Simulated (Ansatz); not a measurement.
# Hf2N: the cost of one run

Computed with Ansatz 0.2.0 (DFT r2SCAN, scalar-relativistic, plane waves, PAW, unless a step's input says otherwise).

**1. The starting structure**

Symmetry: P4_2/mnm, No. 136, tetragonal system. The conventional cell has a = 5.313 Å, b = 5.313 Å, c = 3.242 Å, α = 90.00°, β = 90.00°, γ = 90.00°. Hf (site symmetry m2m) is surrounded by 3 N at 2.22 to 2.23 Å. Around N (site symmetry mmm) lie 6 Hf at 2.22 to 2.23 Å.

Structure file:

```
Hf N
1.0
     5.31312    0.00000    0.00000
     0.00000    5.31312    0.00000
     0.00000    0.00000    3.24210
Hf N
4 2
Direct
  0.29554 0.29554 0.00000
  0.70446 0.70446 0.00000
  0.79554 0.20446 0.50000
  0.20446 0.79554 0.50000
  0.00000 0.00000 0.00000
  0.50000 0.50000 0.50000
```

Source of the structure: the Materials Project (structure only).

(A quick probe on a coarse mesh, which set the mesh and smearing, is not shown.)

**3. Full relaxation**

The input, input.yaml:

```yaml
crystal:
  lattice:
    - [5.31312402, 0.0, 0.0]
    - [0.0, 5.31312402, 0.0]
    - [0.0, 0.0, 3.24209839]
  atoms:
    - { symbol: Hf, position: [0.29553637, 0.29553637, 0.0] }
    - { symbol: Hf, position: [0.70446363, 0.70446363, 0.0] }
    - { symbol: Hf, position: [0.79553637, 0.20446363, 0.5] }
    - { symbol: Hf, position: [0.20446363, 0.79553637, 0.5] }
    - { symbol: "N", position: [0.0, 0.0, 0.0] }
    - { symbol: "N", position: [0.5, 0.5, 0.5] }
basis:
  ecutwfc: 500
kpoints:
  mp_grid: { grid: [8, 8, 12] }
hamiltonian:
  xc: r2scan
scf:
  occupations: { method: gaussian, width: 0.1 }
output:
  forces: true
  stress: true
  eigenvalues: true
relax:
  adjacent_minimum: "off"
  f_tol: 0.005
  max_steps: 80
  cell: { stress_tol: 0.05 }
```

Launch:

```
$ ansatz run input.yaml --threads 1 --pin off --max-ram 2560MiB --backend cpu --events-out ev --progress --plain --runs-dir out
```

What time and memory should one allow on 1 thread of Intel Xeon Platinum 8488C (Sapphire Rapids), shared host?

About 5.3 min, with a peak of 0.99 GiB.
